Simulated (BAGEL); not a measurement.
**UHF/def2-SVP (density fitting with qzvpp-jkfit) run of CH2F3Si (SMILES [CH2][Si](F)(F)F)**

Aim: the energy change on altering one bond length of CH2F3Si at UHF/def2-SVP (density fitting with qzvpp-jkfit), from 2 runs. 

The results are computed with BAGEL 1.2.2.

### Step 1. The molecule

CH2F3Si has 7 atoms, charge 0, and is taken as a doublet. SMILES: `[CH2][Si](F)(F)F`. The shape is that of a PBE0-D4/def2-TZVP optimisation.

Bond lengths: C1–Si2 1.812 Å, Si2–F3 1.577 Å, Si2–F4 1.578 Å, Si2–F5 1.577 Å, C1–H6 1.084 Å, C1–H7 1.084 Å. Angles: C1–Si2–F3 111.1°, C1–Si2–F4 112.7°, C1–Si2–F5 111.2°, F3–Si2–F4 106.8°, F3–Si2–F5 108.2°, F4–Si2–F5 106.7°, Si2–C1–H6 122.2°, Si2–C1–H7 122.2°, H6–C1–H7 115.6°.

### Step 2. A single-point energy at UHF/def2-SVP (density fitting with qzvpp-jkfit)

job.json

```json
{ "bagel": [

{
  "title": "molecule",
  "basis": "svp",
  "df_basis": "qzvpp-jkfit",
  "angstrom": true,
  "geometry": [
    { "atom": "C", "xyz": [      -0.691800,       0.401700,       0.763500 ] },
    { "atom": "Si", "xyz": [       0.442900,      -0.260900,      -0.483500 ] },
    { "atom": "F", "xyz": [       0.009400,       0.178500,      -1.934200 ] },
    { "atom": "F", "xyz": [       0.495400,      -1.838000,      -0.481100 ] },
    { "atom": "F", "xyz": [       1.916900,       0.241300,      -0.236600 ] },
    { "atom": "H", "xyz": [      -1.731100,       0.616200,       0.542200 ] },
    { "atom": "H", "xyz": [      -0.380400,       0.593100,       1.784100 ] }
  ]
},

{ "title": "uhf", "nopen": 1 },

{ "title": "print", "file": "orbitals.molden", "orbitals": true }

]}
```

On the command line:

```console
$ BAGEL_NUM_THREADS=1 BAGEL job.json > job.out
```

Standard output:

```text
* using 1 threads per process

  ===============================================================
  ===============================================================

  *** Geometry ***

  { "atom" : "C", "xyz" : [     -1.307313,      0.759103,      1.442806 ] },
  { "atom" : "Si", "xyz" : [      0.836960,     -0.493030,     -0.913683 ] },
  { "atom" : "F", "xyz" : [      0.017763,      0.337316,     -3.655108 ] },
  { "atom" : "F", "xyz" : [      0.936170,     -3.473317,     -0.909147 ] },
  { "atom" : "F", "xyz" : [      3.622416,      0.455991,     -0.447109 ] },
  { "atom" : "H", "xyz" : [     -3.271305,      1.164449,      1.024610 ] },
  { "atom" : "H", "xyz" : [     -0.718852,      1.120797,      3.371460 ] },

  Number of auxiliary basis functions:      470

  Since a DF basis is specified, we compute 2- and 3-index integrals:
    o Being stored without compression. Storage requirement is 0.027 GB

  Number of basis functions:       84
  Number of electrons      :       49

    * METHOD: MOLECULE                             0.18

  *** Open-shell HF ***

  === Nuclear Repulsion ===
   252.9033893138

      * DIIS with orbital gradients will be used.

  === UHF iteration (svp) ===
      0       -625.80869944          0.04409972           0.13
      1       -625.99243411          0.02683245           0.13
      2       -626.05043065          0.01573723           0.13
      3       -626.08221787          0.00061221           0.13
      4       -626.08238604          0.00013480           0.13
      5       -626.08241900          0.00004904           0.13
      6       -626.08243501          0.00001801           0.13
      7       -626.08243932          0.00000806           0.13
      8       -626.08244037          0.00000203           0.13
      9       -626.08244049          0.00000060           0.13
     10       -626.08244050          0.00000029           0.13
     11       -626.08244050          0.00000010           0.13
     12       -626.08244051          0.00000003           0.13
     13       -626.08244051          0.00000001           0.13
     14       -626.08244051          0.00000000           0.13
    * SCF iteration converged.

    * S^2 (UHF) is 0.7589

    * Permanent dipole moment:
           (    0.644300,    -0.371335,    -0.707306) a.u.

    * METHOD: UHF                                  2.10

    * METHOD: PRINT                                0.01

  ===============================================================
```

Wall time 2.5 s (1 thread of Arm Neoverse V2, shared host); peak memory 0.12 GiB.

### Step 3. The distorted shape, same level

input.json

```json
{ "bagel": [

{
  "title": "molecule",
  "basis": "svp",
  "df_basis": "qzvpp-jkfit",
  "angstrom": true,
  "geometry": [
    { "atom": "C", "xyz": [      -0.785219,       0.344281,       0.457323 ] },
    { "atom": "Si", "xyz": [       0.349481,      -0.318319,      -0.789677 ] },
    { "atom": "F", "xyz": [      -0.084019,       0.121081,      -2.240377 ] },
    { "atom": "F", "xyz": [       0.401981,      -1.895419,      -0.787277 ] },
    { "atom": "F", "xyz": [       1.823481,       0.183881,      -0.542777 ] },
    { "atom": "H", "xyz": [      -1.824519,       0.558781,       0.236023 ] },
    { "atom": "H", "xyz": [      -0.380400,       0.593100,       1.784100 ] }
  ]
},

{
  "title": "uhf",
  "nopen": 1
},

{
  "title": "print",
  "file": "orbitals.molden",
  "orbitals": true
}

]}
```

On the command line:

```console
$ BAGEL_NUM_THREADS=1 BAGEL input.json > input.out
```

Standard output:

```text
* using 1 threads per process

  ===============================================================
  ===============================================================

  *** Geometry ***

  { "atom" : "C", "xyz" : [     -1.483849,      0.650597,      0.864215 ] },
  { "atom" : "Si", "xyz" : [      0.660423,     -0.601536,     -1.492273 ] },
  { "atom" : "F", "xyz" : [     -0.158773,      0.228810,     -4.233699 ] },
  { "atom" : "F", "xyz" : [      0.759634,     -3.581823,     -1.487738 ] },
  { "atom" : "F", "xyz" : [      3.445880,      0.347485,     -1.025700 ] },
  { "atom" : "H", "xyz" : [     -3.447841,      1.055943,      0.446019 ] },
  { "atom" : "H", "xyz" : [     -0.718852,      1.120797,      3.371460 ] },

  Number of auxiliary basis functions:      470

  Since a DF basis is specified, we compute 2- and 3-index integrals:
    o Being stored without compression. Storage requirement is 0.027 GB

  Number of basis functions:       84
  Number of electrons      :       49

    * METHOD: MOLECULE                             0.18

  *** Open-shell HF ***

  === Nuclear Repulsion ===
   251.6634415611

      * DIIS with orbital gradients will be used.

  === UHF iteration (svp) ===
      0       -625.76261004          0.04383927           0.13
      1       -625.94760189          0.02688160           0.13
      2       -626.00651037          0.01581767           0.13
      3       -626.03880949          0.00067910           0.13
      4       -626.03918932          0.00016834           0.13
      5       -626.03932161          0.00007900           0.13
      6       -626.03943626          0.00003106           0.13
      7       -626.03949562          0.00001795           0.13
      8       -626.03953120          0.00001010           0.13
      9       -626.03955561          0.00000481           0.13
     10       -626.03956041          0.00000265           0.13
     11       -626.03956169          0.00000118           0.12
     12       -626.03956185          0.00000027           0.13
     13       -626.03956185          0.00000010           0.13
     14       -626.03956186          0.00000005           0.13
     15       -626.03956186          0.00000002           0.13
     16       -626.03956186          0.00000001           0.13
     17       -626.03956186          0.00000000           0.13
    * SCF iteration converged.

    * S^2 (UHF) is 0.7748

    * Permanent dipole moment:
           (    0.648776,    -0.364530,    -0.676011) a.u.

    * METHOD: UHF                                  2.49

    * METHOD: PRINT                                0.01

  ===============================================================
```

Run time: 2.9 s. Hardware: 1 thread of Arm Neoverse V2, shared host; peak memory 0.12 GiB.

### Step 4. Results

At UHF/def2-SVP (density fitting with qzvpp-jkfit):

```
                                                         quantity          value
                                        first shape: total energy  -626.08244 Eh
                                       first shape: dipole moment         2.61 D
                                                first shape: ⟨S²⟩          0.759
                                    distorted shape: total energy  -626.03956 Eh
                                   distorted shape: dipole moment         2.56 D
                                            distorted shape: ⟨S²⟩          0.775
energy change with the C1–H7 bond stretched from 1.084 to 1.409 Å       1.167 eV
```

With the C1–H7 bond stretched from 1.084 to 1.409 Å the energy rises by 1.17 eV (27 kcal/mol). The first shape isn't relaxed at this level, so the change isn't measured from a minimum.
